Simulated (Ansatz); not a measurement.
Geometry optimisation, DFT PBE, scalar-relativistic, plane waves, PAW in Ansatz.

Input:

```yaml
crystal:
  lattice:
    - [5.9, 0.0, 0.0]
    - [-4.425, 7.664325, 0.0]
    - [0.0, 0.0, 4.6846]
  atoms:
    - { symbol: Ti, position: [0.0, 0.0, 0.0] }
    - { symbol: Ti, position: [0.1666667, 0.2222222, 0.5] }
    - { symbol: Ti, position: [0.0, 0.3333333, 0.0] }
    - { symbol: Ti, position: [0.1666667, 0.5555556, 0.5] }
    - { symbol: Ti, position: [0.0, 0.6666667, 0.0] }
    - { symbol: Ti, position: [0.1666667, 0.8888889, 0.5] }
    - { symbol: Ti, position: [0.5, 0.0, 0.0] }
    - { symbol: Ti, position: [0.6666667, 0.2222222, 0.5] }
    - { symbol: Ti, position: [0.5, 0.3333333, 0.0] }
    - { symbol: Ti, position: [0.6666667, 0.5555556, 0.5] }
    - { symbol: Ti, position: [0.5, 0.6666667, 0.0] }
    - { symbol: Ti, position: [0.6666667, 0.8888889, 0.5] }
    - { symbol: B, position: [0.1608724, 0.5565552, 0.8782663] }
basis:
  ecutwfc: 420.0
kpoints:
  mp_grid: { grid: [4, 3, 5] }
hamiltonian:
  xc: pbe
scf:
  occupations: { method: fermi_dirac, width: 0.1 }
  lower_state_search: "off"
relax:
  f_tol: 0.03
  max_steps: 60
  adjacent_minimum: "off"
```

Launched with:

```bash
$ ansatz run input.yaml --threads 4 --pin off --max-ram 10240MiB --backend cpu --events-out ev --progress --plain --runs-dir out
```

Task: Where does it end, and by what steps?

Result: It converged. Limits of this set-up: coarse k mesh, odd electron count without spin. After 15 steps the energy has fallen by 4.870 eV; B13 moved furthest, 1.64 Å. Parted: Ti11–B13 (1.82 → 3.60 Å). Joined: Ti8–B13 (3.43 → 2.17 Å), Ti9–B13 (3.42 → 2.17 Å), Ti10–B13 (3.41 → 2.17 Å).

| step | energy less start (eV) | largest force component (eV/Å) | accepted |
| --- | --- | --- | --- |
| 0 | 0.0000 | 5.817 | yes |
| 1 | -1.9234 | 3.590 | yes |
| 2 | -2.7404 | 0.689 | yes |
| 3 | -2.8161 | 0.305 | yes |
| 4 | -3.0104 | 0.767 | yes |
| 5 | -3.3047 | 0.898 | yes |
| 6 | -3.6678 | 1.155 | yes |
| 7 | -4.0332 | 1.149 | yes |
| 8 | -4.3786 | 0.738 | yes |
| 9 | -4.6399 | 0.334 | yes |
| 10 | -4.7468 | 0.149 | yes |
| 11 | -4.7608 | 0.294 | yes |
| 12 | -4.8305 | 0.259 | yes |
| 13 | -4.8436 | 0.254 | yes |
| 14 | -4.8690 | 0.049 | yes |
| 15 | -4.8702 | 0.014 | yes |

```xyz
13
Lattice="5.9000 0.0000 0.0000 -4.4250 7.6643 0.0000 0.0000 0.0000 4.6846" Properties=species:S:1:pos:R:3
Ti 0.102 0.062 0.083
Ti 0.110 1.734 2.449
Ti -1.319 2.592 0.143
Ti -1.334 4.364 2.283
Ti -2.851 5.256 0.110
Ti -2.852 6.921 2.398
Ti 3.072 0.022 0.036
Ti 3.073 1.688 2.325
Ti 1.555 2.581 0.154
Ti 1.539 4.355 2.291
Ti 0.112 5.211 -0.015
Ti 0.119 6.883 2.351
B -2.841 3.472 3.559
```

Whether the end is a true minimum wasn't checked by a vibrational analysis.

Run time: 3 min on 4 threads of Arm Neoverse V2, with other jobs on the host, peak memory 0.96 GiB.
